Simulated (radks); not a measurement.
# Ionising dysprosium step by step, Dy to Dy²¹⁺

The task here is to estimate one member of a computed series from the others.

Program: radks (a radial shooting solver on a logarithmic mesh, Libxc functionals) version 1. Level of theory: non-relativistic Kohn-Sham, LB94 model potential, spin-polarised, spherical densities, point nucleus; open shells are filled with parallel spins first. These are calculated values, not measurements, unless marked.

## The atom as given

* element: dysprosium (Z = 66)
* charges: 0 to 21
* first configuration: [Xe] 4f10 6s2
* last configuration: [Kr] 4d9

Outer shells as boxes (Hund's rule):

Dy
```
[Xe] core
4f [↑↓][↑↓][↑↓][↑ ][↑ ][↑ ][↑ ]
6s [↑↓]
```

Dy²¹⁺
```
[Kr] core
4d [↑↓][↑↓][↑↓][↑↓][↑ ]
```

LB94 adds a gradient term to the LDA potential that gives it a −1/r tail. It is a model potential with no energy functional, so Etot and Exc are not given.

The first run:

The run's settings:

```text
Z 66
configuration [Xe] 4f10 6s2
relativity non-relativistic
functional lda,pw
model_potential LB94
spin polarised
nucleus point
```

Among the steps run: Dy, [Xe] 4f10 6s2.

One of the session's tables, all rows but one given; the rest of the session is left out.

It belongs to the step «Dy, [Xe] 4f10 6s2». Radial moments (bohr):

| level | <r> | outermost maximum (interpolated) | 90 % within | nodes |
| --- | --- | --- | --- | --- |
| 5s up | 1.391 | 1.24 | 2.01 | 4 |
| 5s down | 1.404 | 1.24 | 2.04 | 4 |
| 5p up | 1.573 | 1.36 | 2.31 | 3 |
| 5p down | 1.596 | 1.37 | 2.35 | 3 |
| 4f up | ? | ? | ? | ? |
| 4f down | 0.8136 | 0.530 | 1.40 | 0 |
| 6s up | 4.037 | 3.38 | 6.01 | 5 |
| 6s down | 4.109 | 3.44 | 6.12 | 5 |

**Question.** Estimate the row for 4f up.

The run gave: <r>: 0.8026; outermost maximum (interpolated): 0.530; 90 % within: 1.37; nodes: 0. In the column «<r>» it is the lowest.

Caveats from the session: Relativity is left out here, which matters for elements this heavy. Open shells are spherical and high-spin; term and fine-structure splittings are not resolved.
